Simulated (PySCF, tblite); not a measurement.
# Ti₉H₄S₂₀: electronic excitations

What do calculations give for the electronic excitations of Ti₉H₄S₂₀?

Programs: tblite 0.8.0 and PySCF 2.14.0, with routines of our own; each step states its level. All values are computed. Atoms count from 0.

## (1) The starting structure

33 atoms, charge 0, multiplicity 1; geometry from: force field, distance geometry or constructed start.

## (2) Optimising the geometry with GFN1-xTB

Job settings and geometry (Å):

```
{"job": {"kind": "relax", "xc": "GFN1-xTB", "basis": "xTB"}, "charge": 0, "multiplicity": 1}
Ti     0.200500    -2.479700    -0.005300
Ti    -3.217600    -2.475300    -0.010600
Ti     0.200800     3.426100    -0.002700
Ti    -3.215100     3.432800    -0.009900
Ti    -1.510400     0.474100    -0.000300
Ti    -4.922700     0.474800    -0.006300
Ti     3.605700    -2.476200    -0.007000
Ti     5.314000     0.478000    -0.002200
Ti     1.903300     0.473200    -0.004100
S     -1.512200    -1.494300    -1.432100
S      0.193500    -0.510300     1.424200
S     -1.511900    -3.464300     1.426300
S      1.897200    -1.492800    -1.428700
S      1.902800    -3.462900     1.423600
S     -4.921600    -1.488400    -1.433500
S     -3.216300    -4.446000    -1.427400
S     -3.214000    -0.507200     1.427200
S     -1.510500     4.409400    -1.434700
S      0.195000     1.461500    -1.431200
S     -1.506600     2.444900     1.429000
S      1.898300     2.447800     1.427800
S     -3.215300     1.461200    -1.433900
S     -4.916000     2.448600     1.432900
S     -6.628600     1.455400    -1.435200
S      5.311100    -1.490900    -1.432800
S      3.599500    -0.510000     1.428800
S      7.016300    -0.506800     1.425600
S      3.605000     1.460300    -1.432500
S      5.311200     2.444400     1.424300
H      6.480900     3.029500     1.020400
H      8.016500    -0.694200     0.504500
H     -3.891300    -5.320800    -0.624300
H     -7.751800     1.017600    -0.793200
```

Command:

```
> OMP_NUM_THREADS=8 python large_run.py task.json out
```

One launch serves the whole session: the jobs run in the order shown.

What it wrote:

```text
step      E/eV     max force
  0   -2407.17985    2.240
  1   -2408.07211    2.063
  2   -2410.25996    2.602
  3   -2410.64916    1.016
  4   -2410.87563    0.867
  5   -2411.18693    1.197
  6   -2411.37174    1.306
  7   -2411.62664    1.060
  8   -2411.80639    1.074
  9   -2411.92878    0.800
 10   -2412.03640    0.561
 11   -2412.08756    0.398
 12   -2412.12728    0.354
 13   -2412.17019    0.500
 14   -2412.22079    0.581
 15   -2412.27322    0.510
 16   -2412.32114    0.348
 17   -2412.35801    0.348
 18   -2412.39052    0.349
 19   -2412.42422    0.370
 20   -2412.45388    0.374
 21   -2412.48175    0.365
 22   -2412.50936    0.332
 23   -2412.53731    0.328
 24   -2412.56401    0.331
 25   -2412.58510    0.484
 26   -2412.59800    0.337
 27   -2412.61529    0.318
 28   -2412.62793    0.247
 29   -2412.64279    0.169
 30   -2412.65510    0.187
 31   -2412.66863    0.179
 32   -2412.67912    0.199
 33   -2412.68924    0.200
 34   -2412.69716    0.303
 35   -2412.70762    0.186
 36   -2412.71679    0.128
 37   -2412.72430    0.122
 38   -2412.73172    0.142
 39   -2412.74056    0.164
 40   -2412.74908    0.166
 41   -2412.75739    0.164
 42   -2412.76507    0.156
 43   -2412.77327    0.166
 44   -2412.78210    0.221
 45   -2412.79031    0.225
 46   -2412.80025    0.257
 47   -2412.81103    0.221
 48   -2412.83308    0.302
 49   -2412.84312    0.225
 50   -2412.85694    0.578
 51   -2412.87376    0.257
 52   -2412.88760    0.263
 53   -2412.90578    0.569
 54   -2412.91766    0.228
 55   -2412.92758    0.147
 56   -2412.94323    0.455
 57   -2412.95104    0.170
 58   -2412.95698    0.138
 59   -2412.96583    0.159
 60   -2412.97080    0.158
 61   -2412.97744    0.143
 62   -2412.98226    0.124
 63   -2412.98629    0.098
 64   -2412.98890    0.087
 65   -2412.99074    0.080
 66   -2412.99242    0.087
 67   -2412.99422    0.087
 68   -2412.99711    0.078
 69   -2412.99855    0.065
 70   -2412.99982    0.049
 71   -2413.00055    0.046
 72   -2413.00132    0.046
 73   -2413.00197    0.047
 74   -2413.00258    0.044
 75   -2413.00319    0.044
 76   -2413.00390    0.043
 77   -2413.00468    0.047
 78   -2413.00537    0.044
 79   -2413.00593    0.040
 80   -2413.00640    0.040
 81   -2413.00687    0.034
 82   -2413.00732    0.041
 83   -2413.00778    0.047
 84   -2413.00829    0.047
 85   -2413.00883    0.043
 86   -2413.00935    0.036
 87   -2413.00983    0.033
 88   -2413.01031    0.043
 89   -2413.01085    0.041
 90   -2413.01139    0.039
 91   -2413.01183    0.043
 92   -2413.01221    0.043
 93   -2413.01261    0.038
 94   -2413.01308    0.031
 95   -2413.01355    0.034
 96   -2413.01396    0.036
 97   -2413.01432    0.038
 98   -2413.01466    0.031
 99   -2413.01497    0.027
100   -2413.01526    0.034
101   -2413.01555    0.036
102   -2413.01585    0.026
103   -2413.01610    0.030
104   -2413.01630    0.036
105   -2413.01650    0.036
106   -2413.01674    0.029
107   -2413.01701    0.027
108   -2413.01723    0.026
109   -2413.01738    0.023
110   -2413.01752    0.024
111   -2413.01767    0.022
112   -2413.01785    0.028
113   -2413.01801    0.028
114   -2413.01816    0.024
115   -2413.01829    0.024
116   -2413.01840    0.020
117   -2413.01851    0.023
118   -2413.01862    0.024
119   -2413.01874    0.023
120   -2413.01886    0.020
121   -2413.01896    0.016
```

It took 43 s on 8 threads of Intel Xeon 6975P-C, shared host; peak memory 0.17 GiB.

Step by step:

```
step  energy from step 0 (eV)  largest force (eV/Å)
   0                   0.0000                2.2406
   1                  -0.8923                2.0631
   2                  -3.0801                2.6029
   3                  -3.4693                1.0157
   4                  -3.6958                0.8671
   5                  -4.0071                1.1972
   6                  -4.1919                1.3061
   7                  -4.4468                1.0597
   8                  -4.6265                1.0740
  17                  -5.1782                0.3479
  27                  -5.4354                0.3180
  37                  -5.5444                0.1224
  47                  -5.6312                0.2210
  57                  -5.7712                0.1698
  67                  -5.8144                0.0877
  77                  -5.8248                0.0471
  87                  -5.8300                0.0334
  97                  -5.8345                0.0377
 107                  -5.8372                0.0274
 117                  -5.8387                0.0228
 118                  -5.8388                0.0245
 119                  -5.8389                0.0232
 120                  -5.8390                0.0204
 121                  -5.8391                0.0156
```

Close pairs (by a distance rule), those that changed most:

```
   bond  before (Å)  after (Å)  change (Å)
Ti2–Ti3       3.416      2.972      -0.444
Ti6–Ti8       3.405      3.063      -0.342
Ti6–Ti7       3.413      3.089      -0.324
Ti3–Ti5       3.416      3.100      -0.315
Ti3–Ti4       3.415      3.102      -0.313
Ti0–Ti6       3.405      3.111      -0.294
Ti6–S24       2.431      2.160      -0.272
Ti3–S22       2.438      2.186      -0.252
```

The end geometry stands in the next job.

## (3) Harmonic vibrations with GFN1-xTB

Job settings and geometry (Å):

```
{"job": {"kind": "ir", "xc": "GFN1-xTB", "basis": "xTB"}, "charge": 0, "multiplicity": 1}
Ti     0.156180    -2.283211     0.291044
Ti    -3.099088    -2.449082    -0.104100
Ti    -0.117905     3.198650     0.053677
Ti    -3.089215     3.131467     0.089072
Ti    -1.608374     0.406641     0.033118
Ti    -4.975329     0.688069    -0.198990
Ti     3.249956    -1.981189     0.168147
Ti     5.254055     0.368437     0.098417
Ti     2.046493     0.820464    -0.124413
S     -1.457084    -1.505854    -1.361789
S      0.236993    -0.274245     1.317911
S     -1.552124    -3.332252     1.296346
S      1.734188    -1.281014    -1.335969
S      1.892656    -3.599583     0.956102
S     -5.089930    -1.466099    -0.836091
S     -3.668012    -4.419392    -1.085718
S     -3.303682    -0.423194     1.265858
S     -1.663640     4.758626    -0.603084
S      0.088855     1.528979    -1.402180
S     -1.569783     2.323261     1.591110
S      1.838565     2.940276     0.982558
S     -3.226177     1.501956    -1.484365
S     -4.973111     2.688101     1.105861
S     -6.947307     1.310742    -1.134922
S      5.164050    -1.913026    -0.829375
S      3.494309    -0.188637     1.549209
S      7.412650    -0.156823     0.627014
S      3.792100     1.328031    -1.385665
S      5.697737     2.438448     0.947495
H      6.768389     2.282593     1.706894
H      7.553808    -1.424773     0.281333
H     -2.711727    -5.232991    -0.674619
H     -7.338757     0.235718    -1.793238
```

What it wrote:

```text
mode    cm-1     km/mol
  1     -15.0      0.09
  2      23.0      0.09
  3      27.5      0.16
  4      30.0      0.12
  5      36.1      0.76
  6      43.0      0.59
  7      50.5      0.51
  8      61.3      0.79
  9      64.3      1.01
 10      68.3      5.56
 11      75.4      2.13
 12      77.7      4.12
 13      81.9      3.06
 14      83.9      1.07
 15      89.6      2.34
 16      91.4      2.45
 17      97.5      2.35
 18     102.8      0.85
 19     107.5      5.93
 20     110.1      3.83
 21     111.9      2.76
 22     113.8      2.92
 23     121.7      3.01
 24     122.0      2.87
 25     124.2      2.54
 26     127.5      5.52
 27     131.0      4.04
 28     135.8      1.81
 29     137.5      6.48
 30     140.4      7.69
 31     142.9      1.64
 32     148.7      7.47
 33     151.9      0.26
 34     155.3      6.54
 35     158.6      0.98
 36     158.9      2.11
 37     163.5      1.64
 38     178.6      6.03
 39     184.6      7.61
 40     190.0      5.42
 41     192.2      1.38
 42     197.4      0.65
 43     200.1      0.35
 44     209.4      2.82
 45     213.1      4.46
 46     228.0      8.03
 47     232.6      9.25
 48     235.0     49.65
 49     240.7     22.48
 50     243.8      8.88
 51     250.5     15.66
 52     257.7     15.17
 53     259.5     23.08
 54     268.4     12.94
 55     271.6     43.19
 56     273.7     40.18
 57     278.6     21.19
 58     285.5      7.47
 59     288.0     39.19
 60     299.6     14.12
 61     305.7      6.61
 62     308.5      2.34
 63     318.0      4.19
 64     321.7     32.65
 65     325.9     27.57
 66     333.4     86.19
 67     343.1     58.30
 68     344.8     78.25
 69     355.0     47.28
 70     361.5     97.34
 71     368.8    285.20
 72     374.2     47.38
 73     380.0     14.55
 74     387.1    333.97
 75     387.6     63.39
 76     390.6     40.53
 77     394.2     25.84
 78     397.3     50.71
 79     403.2     68.27
 80     407.6    137.22
 81     417.4     42.51
 82     422.4     36.90
 83     463.1    121.56
 84     493.6     16.25
 85     508.4     60.11
 86     596.4     45.22
 87     600.5     62.42
 88     611.2     29.64
 89     647.9     51.39
 90    2626.6    227.87
 91    2632.8    160.75
 92    2634.5    193.12
 93    2640.9    166.60
```

It took 60 s on 8 threads of Intel Xeon 6975P-C, shared host; peak memory 0.16 GiB.

Which atoms move in the most intense modes:

```
cm⁻¹  km/mol                                   atoms
 369   285.2                      S23 30 %, Ti5 30 %
 387   334.0            Ti7 33 %, S26 17 %, S27 12 %
 408   137.2  Ti0 24 %, S11 16 %, S10 11 %, Ti6 11 %
 463   121.6  S20 26 %, Ti2 23 %, Ti3 22 %, S22 21 %
2627   227.9                      H30 63 %, H29 34 %
2633   160.8                                H31 97 %
2634   193.1                      H29 63 %, H30 34 %
2641   166.6                                H32 97 %
```

## (4) Electronic excitations: TDA PBE0/def2-SVP

The job, as its differences from that of step 3:

```diff
@@ -1,2 +1,2 @@
-{"job": {"kind": "ir", "xc": "GFN1-xTB", "basis": "xTB"}, "charge": 0, "multiplicity": 1}
+{"job": {"kind": "uv", "basis": "def2-SVP", "grid": 1, "kgrid": 0, "vcut": 1.5, "nstates": 6, "ntriplets": 2, "tda": true, "delta": [], "pop": true, "xc": "PBE0"}, "charge": 0, "multiplicity": 1}
 Ti     0.156180    -2.283211     0.291044
```

With the program's defaults for keys left out, this is: TDA PBE0/def2-SVP, vertical, gas phase, core orbitals frozen in the response, virtual orbitals cut by energy.

What it wrote:

```text
start: PBE on a coarse grid of 189252 points
cycle   1  E = -15604.0494231126  dE =  5.482e+00  |g| = 1.112e+00  |ddm| = 9.661e+00
cycle   2  E = -15573.8784639728  dE =  3.017e+01  |g| = 1.179e+01  |ddm| = 7.547e+00
cycle   3  E = -15599.5018409169  dE = -2.562e+01  |g| = 4.463e+00  |ddm| = 7.024e+00
cycle   4  E = -15602.5040214837  dE = -3.002e+00  |g| = 2.346e+00  |ddm| = 4.478e+00
cycle   5  E = -15602.3170285179  dE =  1.870e-01  |g| = 2.747e+00  |ddm| = 4.114e+00
cycle   6  E = -15603.8419347273  dE = -1.525e+00  |g| = 1.543e+00  |ddm| = 2.842e+00
cycle   7  E = -15604.2216573817  dE = -3.797e-01  |g| = 8.333e-01  |ddm| = 1.586e+00
cycle   8  E = -15604.2476451090  dE = -2.599e-02  |g| = 8.241e-01  |ddm| = 1.360e+00
cycle   9  E = -15604.3620809913  dE = -1.144e-01  |g| = 4.837e-01  |ddm| = 9.563e-01
cycle  10  E = -15604.3707132404  dE = -8.632e-03  |g| = 4.530e-01  |ddm| = 6.937e-01
cycle  11  E = -15604.3665187912  dE =  4.194e-03  |g| = 4.544e-01  |ddm| = 6.885e-01
cycle  12  E = -15604.4163826610  dE = -4.986e-02  |g| = 1.840e-01  |ddm| = 5.176e-01
cycle  13  E = -15604.4231184055  dE = -6.736e-03  |g| = 9.006e-02  |ddm| = 1.731e-01
cycle  14  E = -15604.4240961745  dE = -9.778e-04  |g| = 6.878e-02  |ddm| = 1.108e-01
cycle  15  E = -15604.4248779115  dE = -7.817e-04  |g| = 4.305e-02  |ddm| = 6.238e-02
cycle  16  E = -15604.4252896441  dE = -4.117e-04  |g| = 1.900e-02  |ddm| = 4.289e-02
cycle  17  E = -15604.4253214196  dE = -3.178e-05  |g| = 1.674e-02  |ddm| = 2.363e-02
cycle  18  E = -15604.4253767527  dE = -5.533e-05  |g| = 8.905e-03  |ddm| = 1.802e-02
final grid: 189252 points
cycle  19  E = -15604.8347273786  dE =  1.620e-01  |g| = 8.620e-01  |ddm| = 1.087e+00
cycle  20  E = -15587.3973412995  dE =  1.744e+01  |g| = 9.315e+00  |ddm| = 6.408e+00
cycle  21  E = -15604.2468769322  dE = -1.685e+01  |g| = 1.813e+00  |ddm| = 5.189e+00
cycle  22  E = -15604.8471212816  dE = -6.002e-01  |g| = 9.224e-01  |ddm| = 1.664e+00
cycle  23  E = -15605.0281157294  dE = -1.810e-01  |g| = 2.420e-01  |ddm| = 7.704e-01
cycle  24  E = -15605.0419460422  dE = -1.383e-02  |g| = 1.213e-01  |ddm| = 2.832e-01
cycle  25  E = -15605.0443982260  dE = -2.452e-03  |g| = 7.584e-02  |ddm| = 1.526e-01
cycle  26  E = -15605.0458601733  dE = -1.462e-03  |g| = 2.023e-02  |ddm| = 8.294e-02
cycle  27  E = -15605.0459585874  dE = -9.841e-05  |g| = 1.119e-02  |ddm| = 3.140e-02
cycle  28  E = -15605.0459731843  dE = -1.460e-05  |g| = 8.185e-03  |ddm| = 1.503e-02
cycle  29  E = -15605.0459930980  dE = -1.991e-05  |g| = 2.539e-03  |ddm| = 8.416e-03
cycle  30  E = -15605.0459970393  dE = -3.941e-06  |g| = 1.874e-03  |ddm| = 3.690e-03
cycle  31  E = -15605.0459929685  dE =  4.071e-06  |g| = 1.205e-03  |ddm| = 2.609e-03
cycle  32  E = -15605.0459976737  dE = -4.705e-06  |g| = 1.700e-03  |ddm| = 2.482e-03
cycle  33  E = -15605.0460010065  dE = -3.333e-06  |g| = 3.983e-04  |ddm| = 1.762e-03
cycle  34  E = -15605.0459951060  dE =  5.901e-06  |g| = 2.438e-04  |ddm| = 6.621e-04
cycle  35  E = -15605.0459939215  dE =  1.184e-06  |g| = 1.506e-04  |ddm| = 3.667e-04
cycle  36  E = -15605.0459941472  dE = -2.257e-07  |g| = 1.122e-04  |ddm| = 3.287e-04
cycle  37  E = -15605.0459955684  dE = -1.421e-06  |g| = 1.184e-04  |ddm| = 1.770e-04
cycle  38  E = -15605.0459963129  dE = -7.444e-07  |g| = 9.055e-05  |ddm| = 1.649e-04
converged SCF energy = -15605.0459963129

Static polarisability (au): isotropic 720.026, principal 355.389 700.511 1104.177

Singlet excitations
state   eV       nm        f      main configurations
  1   1.3297    932.4   0.00042   H-1->L 0.84, H->L 0.09
  2   1.4999    826.6   0.00173   H-1->L+1 0.73
  3   1.5362    807.1   0.00211   H->L 0.65, H-2->L 0.10
  4   1.6410    755.5   0.00091   H-2->L 0.47, H->L 0.09
  5   1.6984    730.0   0.00059   H->L+1 0.38, H-3->L 0.14, H->L+2 0.11
  6   1.7524    707.5   0.00123   H-1->L+2 0.50, H-1->L+4 0.12, H-1->L+1 0.10

Triplet excitations (Tamm-Dancoff, eV): 1.2451 1.2900
```

It took 2.1 min on 8 threads of Intel Xeon 6975P-C, shared host; peak memory 6.8 GiB.

The orbitals next to the gap, with their largest atomic shares:

```
orbital     eV                         atoms
 HOMO−4  -7.79  S26 24 %, S28 13 %, S15 10 %
 HOMO−3  -7.68    S15 24 %, S26 9 %, S11 9 %
 HOMO−2  -7.51  S24 24 %, S27 15 %, S26 10 %
 HOMO−1  -7.42   S14 31 %, S16 16 %, S15 8 %
   HOMO  -7.21  S26 41 %, S28 23 %, S24 12 %
   LUMO  -5.11  Ti4 34 %, Ti3 20 %, Ti0 10 %
 LUMO+1  -4.92  Ti4 31 %, Ti3 14 %, Ti2 12 %
 LUMO+2  -4.71  Ti4 23 %, Ti2 18 %, Ti3 12 %
 LUMO+3  -4.55  Ti4 32 %, Ti8 15 %, Ti5 12 %
```

With each of the 6 states as a Gaussian band of 0.4 eV half-width at 1/e, the curve within the window shown has maxima at 785 nm (ε 260) L/(mol cm). Beyond the last state computed it falls off for lack of states. The curve at chosen wavelengths:

```
  nm  ε (L/mol/cm)
 604            79
 640           133
 676           186
 711           227
 747           254
 783           262
 819           256
 855           240
 890           218
 926           192
 962           166
 998           142
1034           120
1069           102
1105            85
1141            71
1177            59
1213            49
1248            41
1284            34
1320            29
1356            24
1392            20
1427            17
1463            15
1499            12
```

Further results of this job:

```
           property  computed
  dipole moment (D)      2.53
polarisability (Å³)    106.70
 HOMO–LUMO gap (eV)      2.10
      −ε(HOMO) (eV)      7.21
```

## (5) What came out

```
                                 quantity                        value
strongest single infrared mode (GFN1-xTB)         387 cm⁻¹, 334 km/mol
             zero-point energy (GFN1-xTB)                45.2 kcal/mol
           lowest singlet (PBE0/def2-SVP)  1.33 eV (932 nm), f = 0.000
 brightest single state of those computed  state 3, 1.54 eV, f = 0.002
                           lowest triplet                      1.25 eV
```

**Reading.** The lowest mode is slightly imaginary (15i cm⁻¹), a soft motion within the noise of the Hessian, so the minimum is not strictly shown. Unscaled tight-binding wavenumbers are off by several per cent, some by more. Its intensities can rank the bands wrongly. The first singlet state (HOMO−1→LUMO 0.84, HOMO→LUMO 0.09) lies at 1.33 eV and is dark; of the 6 states computed, the strongest absorption comes from state 3 at 1.54 eV. The lowest triplet lies 0.08 eV below the lowest singlet.
